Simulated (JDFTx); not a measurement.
Runs of JDFTx 1.7.0 (patched build) on SPb. The cell holds a molecule in a box, 2 atoms: a = 9.000 Å, b = 9.000 Å, c = 12.000 Å, α = 90.00°, β = 90.00°, γ = 90.00°. 

```csv
task,level,liquid model,variant of the liquid model,solvent,SCF threshold on the energy,further solve for the empty bands,gap on the mesh (eV),largest force (eV/Å)
solvation,BP86,LinearPCM,GLSSA13,H2O,1e-06 Ha,no,-,(b)
solvation,revPBE,LinearPCM,GLSSA13,Isobutanol,1e-06 Ha,no,-,(a)
single point,revPBE,-,-,-,1e-07 Ha,yes,2.97,0.76
single point,BP86,-,-,-,1e-07 Ha,yes,2.95,0.69
```

Alike in all rows: potentials or basis PseudoDojo-SR-PBE-0.5-standard (S) + PseudoDojo-SR-PBE-0.4.1-standard (Pb) with smoothed tails; no spin polarisation; cell as given; k mesh 1 × 1 × 1; cutoff (eV) 762; smearing fixed.

**Question.** Estimate the missing entries.

**Answer.** (a) 2.95; (b) 1.79.

Caveats: forces may be off by hundredths of an eV/Å; the potentials were made for another functional, which shifts forces and pressure; the minimiser leaves empty levels unsolved, so they aren't listed (some runs); forces in the liquid are good to some per cent (some runs); the liquid is a continuum model, checked here against plausible ranges alone (some runs); spin-orbit coupling is left out, which as a rule narrows the gap of such compounds by several tenths of an eV (some runs).

A k mesh can miss the band edges, and the runs leave out spin-orbit coupling on Pb.
